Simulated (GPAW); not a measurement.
# VCrB4: band structure with LDA

VCrB4:

```
Cr V B
1.0
     2.99670    0.00000    0.00000
    -1.49835    2.59522    0.00000
     0.00000    0.00000    5.93490
Cr V B
1 1 4
Direct
  0.00000 0.00000 0.00000
  0.00000 0.00000 0.50000
  0.66667 0.33333 0.24684
  0.66667 0.33333 0.75316
  0.33333 0.66667 0.24684
  0.33333 0.66667 0.75316
```

The cell comes from a database or a generator and needn't be the stable form of this composition.

```
Program             : GPAW 26.7.0
Task                : band structure
Functional          : LDA
Potentials or basis : the program's PAW data sets (release 1.2.1) made for this functional
Cutoff              : 800 eV
Basis               : pw
k mesh              : 7 × 7 × 3
Occupations         : fermi-dirac, width 0.05 eV
Spin                : collinear spin, ferromagnetic start
Starting moments    : [3.0, 2.0, 0.0, 0.0, 0.0, 0.0] μB
Maxiter             : 150
Band path           : GMKGALHA,LM,KH
Band points         : 60
```

```json
{
 "Pressure": "-13.8 GPa",
 "Band gap along the path": "none (metal or under the smearing width)",
 "Net moment": "0.54 μB per cell",
 "Site moments": "Cr +0.57; V -0.07; B +0.00 μB"
}
```

Forces on the atoms (eV/Å):
```
Cr   0.000  0.000  0.000
V    0.000  0.000  0.000
B    0.000  0.000  0.002
B    0.000  0.000 -0.002
B    0.000  0.000  0.002
B    0.000  0.000 -0.002
```

Stress tensor (GPa, compression positive):
```
-13.87   0.00   0.00
  0.00 -13.87   0.00
  0.00   0.00 -13.54
```

Levels at the corners of the path, in eV from the Fermi level:
Spin up:
| point | band 14 | band 15 | band 16 | band 17 | band 18 | band 19 |
| --- | --- | --- | --- | --- | --- | --- |
| Γ | -1.29 | -1.29 | -1.28 | -1.28 | 0.05 | 0.05 |
| M | -3.67 | -0.44 | 0.03 | 0.37 | 1.17 | 1.35 |
| K | -2.67 | -0.44 | -0.25 | -0.25 | 0.86 | 2.59 |
| Γ | -1.29 | -1.29 | -1.28 | -1.28 | 0.05 | 0.05 |
| A | -1.65 | -0.96 | -0.93 | -0.93 | -0.29 | 1.09 |
| L | -3.73 | -0.03 | 0.03 | 0.89 | 0.96 | 1.16 |
| H | -3.72 | -0.31 | 0.70 | 0.81 | 0.81 | 1.26 |
| A | -1.65 | -0.96 | -0.93 | -0.93 | -0.29 | 1.09 |
| L | -3.73 | -0.03 | 0.03 | 0.89 | 0.96 | 1.16 |
| M | -3.67 | -0.44 | 0.03 | 0.37 | 1.17 | 1.35 |
| K | -2.67 | -0.44 | -0.25 | -0.25 | 0.86 | 2.59 |
| H | -3.72 | -0.31 | 0.70 | 0.81 | 0.81 | 1.26 |
Spin down:
```
point  band 12  band 13  band 14  band 15  band 16  band 17  band 18  band 19
    Γ    -1.99    -1.99    -1.27    -1.27    -1.07    -1.07     0.19     0.19
    M    -4.34    -3.71    -3.51    -0.23     0.56     0.90     1.12     1.36
    K    -4.45    -2.53    -2.53    -0.02     0.00     0.00     0.93     2.75
    Γ    -1.99    -1.99    -1.27    -1.27    -1.07    -1.07     0.19     0.19
    A    -3.21    -1.29    -1.29    -0.97    -0.97    -0.50    -0.35     1.39
    L    -3.98    -3.75    -3.73     0.48     0.58     0.82     1.10     1.31
    H    -3.75    -3.62    -3.62     0.26     0.63     1.16     1.16     1.38
    A    -3.21    -1.29    -1.29    -0.97    -0.97    -0.50    -0.35     1.39
    L    -3.98    -3.75    -3.73     0.48     0.58     0.82     1.10     1.31
    M    -4.34    -3.71    -3.51    -0.23     0.56     0.90     1.12     1.36
    K    -4.45    -2.53    -2.53    -0.02     0.00     0.00     0.93     2.75
    H    -3.75    -3.62    -3.62     0.26     0.63     1.16     1.16     1.38
```

Run time: 3.8 min on 1 thread of Arm Neoverse V2 (shared host), peak memory 0.53 GiB.

Caveat: a cell with one magnetic atom can't hold antiferromagnetic order, which such compounds often take.
